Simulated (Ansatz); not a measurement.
# AlF₃H₆OSi₂: how energies converge with the basis set

Aim: see how fast density functionals converge with the basis set for AlF₃H₆OSi₂.

Method: one geometry, several basis sets; program: Ansatz 0.2.0, Gaussian basis.

The runs, in order: PBE0-D4/def2-SVP; ωB97M-V/def2-SVP; PBE0-D4/def2-QZVPP; ωB97M-V/def2-QZVPP; the functionals' def2-TZVPP values are taken from earlier runs.

## Step 1: Structure used throughout

All runs share one geometry, relaxed beforehand with PBE0-D4 in a triple-zeta def2 set.

SMILES `[F][Al-]([F])([F])[O+]([SiH3])[SiH3]`, 13 atoms, charge 0, spin multiplicity 1.

Atoms are counted from 1 here; the program's logs count them from 0.

Bond lengths: F1–Al2 1.650 Å, Al2–F3 1.663 Å, Al2–F4 1.650 Å, Al2–O5 1.901 Å, O5–Si6 1.715 Å, O5–Si7 1.706 Å, Si6–H8 1.472 Å, Si6–H9 1.486 Å, Si6–H10 1.472 Å, Si7–H11 1.474 Å, Si7–H12 1.479 Å, Si7–H13 1.479 Å. Angles: F1–Al2–F3 117.3°, F1–Al2–F4 116.3°, F1–Al2–O5 103.1°, F3–Al2–F4 117.3°, F3–Al2–O5 94.3°, F4–Al2–O5 103.1°, Al2–O5–Si6 116.3°, Al2–O5–Si7 120.0°, Si6–O5–Si7 123.7°, O5–Si6–H8 108.9°, O5–Si6–H9 102.3°, O5–Si6–H10 108.9°, H8–Si6–H9 110.7°, H8–Si6–H10 114.7°, H9–Si6–H10 110.7°, O5–Si7–H11 105.3°, O5–Si7–H12 107.3°, O5–Si7–H13 107.3° and more.

## Step 2: PBE0-D4 in def2-SVP

in.yaml

```yaml
crystal:
  periodic: [false, false, false]
  atoms:
    - {symbol: F, position_ang: [-1.929943, -1.947842, -0.217150]}
    - {symbol: Al, position_ang: [-1.522118, -0.510279, -0.917820]}
    - {symbol: F, position_ang: [-2.380826, 0.835616, -0.451150]}
    - {symbol: F, position_ang: [-1.017118, -0.578947, -2.487562]}
    - {symbol: O, position_ang: [0.053964, -0.007444, 0.018951]}
    - {symbol: Si, position_ang: [-0.015206, 1.472573, 0.883238]}
    - {symbol: Si, position_ang: [1.432328, -1.010968, -0.030869]}
    - {symbol: H, position_ang: [-0.231850, 2.572498, -0.071306]}
    - {symbol: H, position_ang: [1.343849, 1.554516, 1.478266]}
    - {symbol: H, position_ang: [-1.037644, 1.361866, 1.936959]}
    - {symbol: H, position_ang: [1.049018, -2.157411, -0.873951]}
    - {symbol: H, position_ang: [1.741562, -1.402847, 1.360823]}
    - {symbol: H, position_ang: [2.534384, -0.216033, -0.613627]}
basis:
  gaussian: {orbitals: def2-SVP}
hamiltonian: {xc: pbe0, dispersion: d4}
output: {orbitals: {seedname: orbitals}}
```

Command:

```console
$ ansatz run in.yaml --threads 4 --pin off --events-out ev --progress --plain --max-ram 11315MiB
```

The runs that follow: ωB97M-V in def2-SVP; PBE0-D4 in def2-QZVPP; ωB97M-V in def2-QZVPP.

Q: Predict the results of all the runs planned. Wanted: PBE0-D4: double and triple zeta above quadruple; ωB97M-V: double and triple zeta above quadruple.

As calculated:

| quantity | value |
| --- | --- |
| PBE0-D4: double and triple zeta above quadruple | 22.33, 1.40 eV |
| ωB97M-V: double and triple zeta above quadruple | 22.50, 1.29 eV |

**Reading.** PBE0-D4 gains 20.93 eV from double to triple zeta, then 1.40 eV more. These are total energies; as a rule much of such shifts cancels in differences, which this series doesn't test. The LUMO of ωB97M-V is positive and keeps falling with the basis (0.82 to 0.24 eV): an unbound level that the basis holds in place.
